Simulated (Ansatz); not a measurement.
# SnNH2F (SMILES [NH2][Sn][F]) at HF/3-21G

Aim: the vertical singlet–triplet gap of SnNH2F at HF/3-21G, from 2 runs. 

The calculation is run with Ansatz 0.2.0.

69 further runs of the same task are left out: 69 set aside as unsound or not needed.

### Step 1. The structure to begin with

The species is SnNH2F (5 atoms), meant as a singlet with charge 0. SMILES: `[NH2][Sn][F]`. Geometry: relaxed at PBE0-D4/def2-TZVP. This is one conformer, not always the lowest.

Bond lengths: N1–Sn2 2.003 Å, Sn2–F3 1.951 Å, N1–H4 1.008 Å, N1–H5 1.010 Å. Angles: N1–Sn2–F3 92.0°, Sn2–N1–H4 126.2°, Sn2–N1–H5 121.8°, H4–N1–H5 112.0°.

### Step 2. The energy at HF/3-21G

The input, job.yaml:

```yaml
crystal:
  periodic: [false, false, false]
  atoms:
    - symbol: N
      position_ang: [-0.302900, 0.495500, -0.393300]
    - symbol: Sn
      position_ang: [0.338900, -0.053700, 1.423200]
    - symbol: F
      position_ang: [0.966900, -1.775900, 0.754300]
    - symbol: H
      position_ang: [-0.746800, 1.369300, -0.629100]
    - symbol: H
      position_ang: [-0.206200, -0.108900, -1.196600]
basis:
  gaussian:
    orbitals: 3-21G-spherical.json
magnetization:
  spin_polarized: false
  initial_magnetization: 0
accuracy: high
output: {orbitals: {seedname: orbitals}}
hamiltonian:
  xc: hf
```

The basis set 3-21G is read from a file made from the Basis Set Exchange's data (not shown).

On the command line:

```
ansatz run job.yaml --threads 1 --pin off --max-ram 3480MiB --events-out events.jsonl --progress --plain --runs-dir runs
```

The program printed:

```text
Warning: RAYON_NUM_THREADS=1 ignored (pool sized by the plan → 1); use --threads N
Functional definition: HF
  name "HF"
  exchange = exact_x
  correlation = 0
1078 factors; integrals over basis functions are off by at most 7.5e-9 eV
mean field evaluation 1: about -167361.8797 eV, gradient 4.0e1 eV
mean field evaluation 2: about -167362.0439 eV, gradient 4.1e1 eV
mean field evaluation 4: about -167365.0822 eV, gradient 1.7e0 eV
mean field evaluation 8: about -167365.1152 eV, gradient 2.7e-1 eV
mean field evaluation 16: about -167365.1157 eV, gradient 1.8e-8 eV
mean field -167365.11565943 eV, -6150.5545563342 hartree, gradient 2.8e-8 eV, S^2 0.000000; 0 other end points of the search recorded, 0 dependent functions left out
reference -167365.11565943 eV, -6150.5545563342 hartree; 34, 34 occupied and 19, 19 virtual orbitals, 1078 factors
Total energy: -167365.11565943 eV, -6150.5545563342 hartree
```

Wall time 1.8 s (1 thread of Arm Neoverse V1, shared host); peak memory 0.12 GiB.

### Step 3. The triplet, same level

The input, run.yaml:

```yaml
crystal:
  periodic: [false, false, false]
  atoms:
    - symbol: N
      position_ang: [-0.302900, 0.495500, -0.393300]
    - symbol: Sn
      position_ang: [0.338900, -0.053700, 1.423200]
    - symbol: F
      position_ang: [0.966900, -1.775900, 0.754300]
    - symbol: H
      position_ang: [-0.746800, 1.369300, -0.629100]
    - symbol: H
      position_ang: [-0.206200, -0.108900, -1.196600]
basis:
  gaussian:
    orbitals: 3-21G-spherical.json
magnetization:
  spin_polarized: true
  initial_magnetization: 2
hamiltonian:
  xc: hf
accuracy: high
output: {orbitals: {seedname: orbitals}}
```

The basis set 3-21G is read from a file made from the Basis Set Exchange's data (not shown).

On the command line:

```
ansatz run run.yaml --threads 1 --pin off --max-ram 3480MiB --events-out events.jsonl --progress --plain --runs-dir runs
```

The program printed:

```text
Warning: RAYON_NUM_THREADS=1 ignored (pool sized by the plan → 1); use --threads N
[... 4 set-up lines as earlier in the session ...]
1078 factors; integrals over basis functions are off by at most 7.5e-9 eV
mean field evaluation 1: about -167359.5217 eV, gradient 2.5e1 eV
mean field evaluation 2: about -167359.5603 eV, gradient 2.5e1 eV
mean field evaluation 4: about -167362.2082 eV, gradient 1.8e0 eV
mean field evaluation 8: about -167362.2826 eV, gradient 2.4e-1 eV
mean field evaluation 16: about -167361.7989 eV, gradient 9.5e0 eV
mean field evaluation 32: about -167360.3122 eV, gradient 2.1e0 eV
mean field evaluation 64: about -167359.5638 eV, gradient 1.5e1 eV
mean field -167362.28437275 eV, -6150.4505084679 hartree, gradient 8.7e-8 eV, S^2 2.004388; 3 other end points of the search recorded, 0 dependent functions left out
reference -167362.28437275 eV, -6150.4505084679 hartree; 35, 33 occupied and 18, 20 virtual orbitals, 1078 factors
Total energy: -167362.28437275 eV, -6150.4505084679 hartree
```

Wall time 4.2 s (1 thread of Arm Neoverse V1, shared host); peak memory 0.17 GiB.

### Step 4. Results

Level: HF/3-21G.

| quantity | value |
| --- | --- |
| singlet: total energy | -6150.55456 Eh |
| singlet: HOMO energy | -9.30 eV |
| singlet: LUMO energy | 1.18 eV |
| singlet: HOMO–LUMO gap | 10.48 eV |
| triplet: total energy | -6150.45051 Eh |
| triplet: HOMO energy (highest over α and β) | -6.23 eV |
| triplet: LUMO energy (lowest over α and β) | -1.34 eV |
| triplet: ⟨S²⟩ | 2.004 |
| vertical energy of the triplet above the singlet | 2.831 eV |

**Reading.** At this shape the triplet lies 2.83 eV (65 kcal/mol) above the singlet. Relativity is left out (singlet) although the molecule holds a heavy atom. Relativity is left out (triplet) although the molecule holds a heavy atom.
